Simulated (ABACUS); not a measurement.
## HfIn4SiO6 in ABACUS: the effect of functional

Crystal: HfIn4SiO6.

```
Hf In Si O
1.0
     5.16970    0.00000    0.00000
    -2.58485    4.47709    0.00000
     0.00000    0.00000   10.34350
Hf In Si O
1 4 1 6
Cartesian
  2.5849 1.4923 0.0000
  0.0000 0.0000 3.1492
  0.0000 0.0000 7.1943
  0.0000 2.9847 8.1630
  0.0000 2.9847 2.1805
  0.0000 0.0000 0.0000
  3.2079 3.1562 9.3063
  1.4555 0.1209 1.0372
  0.8324 1.2000 9.3063
  1.9618 3.1562 1.0372
  3.7142 0.1209 9.3063
  4.3373 1.2000 1.0372
```

The cell was built by a generator and needn't be a form met in nature.

The cell isn't the ideal one: volume scaled by 0.94.

Alike in all runs:

* Program: ABACUS 3.10.1
* Task: equation of state
* Potentials or basis: SG15 ONCV 1.2 PBE
* Cutoff: 1361 eV
* Density cutoff: 5442 eV
* Basis: DZP LCAO (the cutoffs set its grid)
* k mesh: 4 × 4 × 2
* Occupations: fermi-dirac, width 0.05 eV
* Spin: no spin polarisation

| functional | pressure (GPa) | largest force (eV/Å) |
| --- | --- | --- |
| LDA | ? | ? |
| PBE | 7.8 | 0.82 |
| PBEsol | 4.9 | 0.66 |
| WC | 4.9 | 0.64 |
| SOGGA | 4.4 | 0.68 |
| SCAN | 3.4 | 0.59 |

Task: What does the run with functional LDA give?

Result: Pressure 2.3 GPa; largest force 0.76 eV/Å.

Caveats: the atomic orbitals were generated for these runs and aren't a published set; the basis of atomic orbitals isn't converged, which shifts pressures, moduli and gaps; the potentials were made for another functional, which shifts forces and pressure (some runs).
